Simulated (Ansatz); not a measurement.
Write a Python script for Ansatz's Python interface that makes a single point in a Gaussian basis of CH₄F₂GaO (charge -1), SMILES FC(F)[O][GaH3-]. Use: PBE0, def2-SVPD basis, multiplicity 1, D3BJ dispersion.

```xyz
9

F     1.5119   -0.9150   -0.8163
C     1.2010    0.3842   -0.4511
F     2.3777    1.0940   -0.3099
O     0.5179    0.3947    0.7760
Ga   -1.1809   -0.3050    0.5586
H     0.6044    0.8719   -1.2540
H    -1.0795   -1.8338    0.0616
H    -1.9899    0.5636   -0.5303
H    -1.9627   -0.2547    1.9654
```

`energy_ch4f2gao.py`:
```python
import json
import logging
import sys

import ansatz as az
import numpy as np

logging.basicConfig(stream=sys.stdout, format="%(levelname)s:%(name)s:%(message)s")
log = logging.getLogger("ch4f2gao")
log.setLevel(logging.INFO)

GEOMETRY = """
F     1.51190   -0.91500   -0.81630
C     1.20100    0.38420   -0.45110
F     2.37770    1.09400   -0.30990
O     0.51790    0.39470    0.77600
Ga   -1.18090   -0.30500    0.55860
H     0.60440    0.87190   -1.25400
H    -1.07950   -1.83380    0.06160
H    -1.98990    0.56360   -0.53030
H    -1.96270   -0.25470    1.96540
"""

system = az.Crystal.molecule()
for line in GEOMETRY.strip().splitlines():
    symbol, *xyz = line.split()
    system = system.atom(symbol, [float(v) for v in xyz])

setup = (
    system.calculation()
    .basis(gaussian="def2-SVPD")
    .functional("pbe0", dispersion="d3bj")
    .charge(-1)
    .forces()
)
summary = setup.session().plan(threads=1).execute().report

log.info("reference energy %16.6f eV" % summary["reference_energy_ev"])
log.info("total energy     %16.6f eV" % summary["free_energy_ev"])
print("occupied orbitals outside the frozen core (up, down):", summary["n_occupied"], " frozen:", summary["n_frozen"], " virtual:", summary["n_virtual"])

field = summary["mean_field"]
print("<S^2> =", round(abs(field["state"]["spin_squared"]), 4), " all-electron relativity setting:", field["relativity"])
print("passes:", field["passes"])
if "symmetry" in field:
    print("occupied orbitals by irrep:", field["symmetry"]["occupied"])

symbols = [site.symbol for site in system.cartesian_sites]
log.info("forces (eV/A)")
for symbol, f in zip(symbols, summary["forces_ev_ang"]):
    log.info(f"  {symbol:2s} {f[0]:9.4f} {f[1]:9.4f} {f[2]:9.4f}")

charges = summary["charge_distribution"]
print("dipole moment", round(4.803205 * float(np.linalg.norm(charges["dipole_moment_e_ang"])), 3), "D")
print("Mulliken:", [(s, round(q, 3)) for s, q in zip(symbols, charges["mulliken_charges_e"])])
with open("ch4f2gao.json", "w") as handle:
    json.dump({k: summary[k] for k in ("free_energy_ev", "reference_energy_ev", "n_occupied", "n_virtual")}, handle, indent=1)
```

Running `python energy_ch4f2gao.py` prints:
```text
INFO:ch4f2gao:reference energy    -60934.799039 eV
INFO:ch4f2gao:total energy        -60934.919248 eV
occupied orbitals outside the frozen core (up, down): [34, 34]  frozen: 0  virtual: [125, 125]
<S^2> = 0.0  all-electron relativity setting: none
passes: {'evaluations': 15, 'products': 12}
occupied orbitals by irrep: [{'A': 34}, {'A': 34}]
INFO:ch4f2gao:forces (eV/A)
INFO:ch4f2gao:  F     0.3620    0.9653   -0.1170
INFO:ch4f2gao:  C    -1.7626    0.2589    3.4458
INFO:ch4f2gao:  F    -0.2486   -0.6365   -0.3022
INFO:ch4f2gao:  O     2.7251    0.3277   -3.1186
INFO:ch4f2gao:  Ga   -1.8397   -0.8779    0.2207
INFO:ch4f2gao:  H     0.3598   -0.3740   -0.0471
INFO:ch4f2gao:  H     0.0706    0.0109   -0.0167
INFO:ch4f2gao:  H     0.1537    0.1946   -0.1565
INFO:ch4f2gao:  H     0.1797    0.1309    0.0915
dipole moment 3.005 D
Mulliken: [('F', -0.468), ('C', 1.337), ('F', -0.475), ('O', -0.776), ('Ga', -0.321), ('H', -0.211), ('H', -0.026), ('H', -0.045), ('H', -0.013)]
```

It writes `ch4f2gao.json`:
```json
{
 "free_energy_ev": -60934.919247599515,
 "reference_energy_ev": -60934.799039016914,
 "n_occupied": [
  34,
  34
 ],
 "n_virtual": [
  125,
  125
 ]
}
```

Total energies depend on the basis set; only differences at equal settings carry meaning. The geometry is a force-field or estimated start, not a minimum of this method, and the basis set is short of its limit. An ion's dipole depends on the origin; the program takes it about the centre of nuclear charge. Total less reference energy is the dispersion correction. Mulliken charges are unreliable in a basis with diffuse functions. Timing: 10 s on 1 thread of Arm Neoverse V2, with other jobs on the host, peak memory 0.49 GiB.
